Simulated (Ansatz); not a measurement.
CuAu, 6 atoms in the cell. The cell holds a slab with vacuum, 6 atoms: a = 2.800 Å, b = 2.800 Å, c = 24.175 Å, α = 90.00°, β = 90.00°, γ = 90.00°.  The cell isn't the ideal one: the (0 0 1) slab of CuAu, cut from the database cell, not relaxed.

- Program: Ansatz 0.2.0
- Task: single point
- Functional: PBE
- Potentials or basis: Ansatz PAW
- Cutoff: 420 eV (not typed: the program's choice for these potentials)
- k mesh: 9 × 9 × 1
- Occupations: fermi-dirac, width 0.05 eV
- Spin: no spin polarisation
- Boundary along the surface normal: dipole_correction
- Miller: [0, 0, 1]
- Bulk formula: CuAu

Potentials or basis: Ansatz PAW.

Run with:

```bash
$ ansatz run input.yaml --threads 4 --pin off --max-ram 11264MiB --backend cpu --events-out ev --progress --plain --runs-dir out
```

Hardware: 4 threads of Arm Neoverse V1, on a shared host.

Problem. Estimate the wall time of this run.

Solution. Wall time 10 s on 4 threads of Arm Neoverse V1 (shared host), peak memory 0.64 GiB. Counts: scf iterations 9, plane waves 3757, k points 15, bands 69.
